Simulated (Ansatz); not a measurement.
Run this with Ansatz 0.2.0 through its Python package and show what comes out.

The script, `run_scf.py`:
```python
"""Self-consistent field of Rb2NaAsBr6 at the given structure."""

from collections import Counter
from pathlib import Path
import json

import ansatz as az
from ase import Atoms
import numpy as np


def main() -> None:
    atoms = Atoms(
        ["Rb", "Rb", "Na", "As", "Br", "Br", "Br", "Br", "Br", "Br"],
        scaled_positions=[
            (0.75, 0.75, 0.75),
            (0.25, 0.25, 0.25),
            (0.5, 0.5, 0.5),
            (0.0, 0.0, 0.0),
            (0.761502, 0.238498, 0.238498),
            (0.238498, 0.238498, 0.761502),
            (0.238498, 0.761502, 0.761502),
            (0.238498, 0.761502, 0.238498),
            (0.761502, 0.238498, 0.761502),
            (0.761502, 0.761502, 0.238498),
        ],
        cell=[
            (0.0, 5.590463, 5.590463),
            (5.590463, 0.0, 5.590463),
            (5.590463, 5.590463, 0.0),
        ],
        pbc=True,
    )
    crystal = az.Crystal.from_ase(atoms)

    # the calculation
    setup = crystal.calculation()
    setup = setup.functional("r2SCAN")
    setup = setup.occupations("fixed")
    setup = setup.pseudopotentials("paw")
    setup = setup.kpoints(3, 3, 3, center="gamma")
    setup = setup.stress()
    setup = setup.band_table()
    setup = setup.density()
    setup = setup.potential()
    setup = setup.output_files(volumetric_format=["xsf", "npy"])
    out = setup.run(events_out="events.ndjson")
    data = out.report
    with open("events.ndjson") as stream:
        kinds = Counter(json.loads(line)["event"] for line in stream)
    print("events:", {kind: kinds[kind] for kind in ("scf_iter", "scf_done", "notice", "finished")})

    print("%-22s %14.5f eV" % ("F = E - TS", data["free_energy_ev"]))
    print("%-22s %14.5f eV" % ("E", data["internal_energy_ev"]))
    print("%-22s %14.5f eV" % ("Harris-Foulkes", data["harris_foulkes_ev"]))
    print("%-22s %14.5f eV" % ("Fermi level", data["fermi_energy_ev"]))

    # pressure is a third of the trace
    sigma = data["stress_gpa"]
    voigt = [sigma[0][0], sigma[1][1], sigma[2][2], sigma[1][2], sigma[0][2], sigma[0][1]]
    print("stress xx yy zz yz xz xy (GPa):", " ".join(f"{s:.3f}" for s in voigt))
    print("P =", round(10 * float(np.mean(voigt[:3])), 2), "kbar")

    table = np.array(data["eigenvalues_ev"]) - data["fermi_energy_ev"]
    filling = np.array(data["occupations"])
    weights = np.tile(data["kweights"], len(table) // len(data["kweights"]))
    print("band   lowest  highest (eV from E_F)  electrons")
    for band in range(table.shape[1]):
        if table[:, band].max() > -8:
            print(f"{band + 1:4d} {table[:, band].min():8.3f} {table[:, band].max():8.3f} {weights @ filling[:, band]:18.4f}")
    print("electrons counted from the table:", round(float(weights @ filling.sum(axis=1)), 5))

    print("doubts on the final state:", data["published_state_doubts"] or "none")
    print("warnings:", sorted({n["data"]["kind"] for n in out.notices if n["data"].get("severity") in ("warning", "doubt")}) or "none")

    # accept the result only where the loop met its thresholds and nothing is doubted
    problems = list(data["published_state_doubts"])
    if not data["converged"] or data.get("closed_by") != "deck_thresholds":
        problems.append("loop closed by " + str(data.get("closed_by")))
    print("accepted" if not problems else f"check before use: {problems}")

    folder = Path(out.write_results("volumes"))
    print(sorted(path.name for path in folder.iterdir()))
    head = (folder / "rho.xsf").read_text().split("BEGIN_BLOCK")[0]
    print(head)


if __name__ == "__main__":
    main()
```

```console
$ python run_scf.py
DeckWarning: basis.ecutwfc = 500 eV, auto-derived from the records' recommended cutoffs: set by Rb (their level for a meta-GGA)
events: {'scf_iter': 7, 'scf_done': 1, 'notice': 2, 'finished': 1}
F = E - TS               -29679.77619 eV
E                        -29679.77619 eV
Harris-Foulkes           -29679.77619 eV
Fermi level                   1.59455 eV
stress xx yy zz yz xz xy (GPa): -0.867 -0.867 -0.867 0.000 0.000 0.000
P = -8.67 kbar
band   lowest  highest (eV from E_F)  electrons
  25   -3.845   -3.587             2.0000
  26   -3.654   -3.478             2.0000
  27   -3.654   -3.434             2.0000
  28   -2.064   -1.921             2.0000
  29   -1.955   -1.777             2.0000
  30   -1.955   -1.630             2.0000
  31   -1.630   -1.131             2.0000
  32   -1.536   -1.131             2.0000
  33   -1.316   -1.008             2.0000
  34   -1.099   -0.815             2.0000
  35   -1.099   -0.815             2.0000
  36   -1.014   -0.688             2.0000
  37   -0.890   -0.645             2.0000
  38   -0.770   -0.645             2.0000
  39   -0.699   -0.384             2.0000
  40   -0.632   -0.171             2.0000
  41   -0.361   -0.171             2.0000
  42   -0.296    0.000             2.0000
  43    2.942    3.578             0.0000
  44    3.364    3.819             0.0000
  45    3.364    3.917             0.0000
  46    4.882    6.723             0.0000
  47    6.252    7.038             0.0000
  48    6.544    7.227             0.0000
  49    6.544    7.759             0.0000
  50    7.211    7.837             0.0000
  51    7.211    8.064             0.0000
  52    7.211    8.347             0.0000
electrons counted from the table: 84.0
doubts on the final state: none
warnings: none
accepted
['fields.json', 'rho.npy', 'rho.xsf', 'rho_z.tsv', 'v_es.npy', 'v_es.xsf', 'v_tot.npy', 'v_tot.xsf', 'v_z.tsv']
CRYSTAL
PRIMVEC
    0.000000    5.590463    5.590463
    5.590463    0.000000    5.590463
    5.590463    5.590463    0.000000
PRIMCOORD
   10    1
   37    8.385694    8.385694    8.385694
   37    2.795231    2.795231    2.795231
   11    5.590463    5.590463    5.590463
   33    0.000000    0.000000    0.000000
   35    2.666628    5.590463    5.590463
   35    5.590463    5.590463    2.666628
   35    8.514298    5.590463    5.590463
   35    5.590463    2.666628    5.590463
   35    5.590463    8.514298    5.590463
   35    5.590463    5.590463    8.514298
```
(Warnings from the package without file and line.)

Reading the output:
- Absolute energies stand on the zero of these potentials, so only differences at equal settings mean something. A total without «per atom» is that of the cell as typed.
- Under fixed occupations the level called the Fermi level is the highest filled one on the SCF mesh; off the mesh a filled band can lie a little above it.
- Only differences from the Fermi energy are physical; the zero of the scale is a convention.
- The fields are valence quantities on the plane-wave grid; their values near the nuclei depend on the potentials.
- The structure comes from a database of computed cells and needn't be a stable or known phase.
- Gaps and levels are Kohn-Sham values on a finite set of k-points, without spin-orbit coupling.
- Run time: 17 s on 1 thread of Arm Neoverse V2, with other jobs on the host, peak memory 1.5 GiB.

(Lines on the test bed's own set-up are left out of the output.)
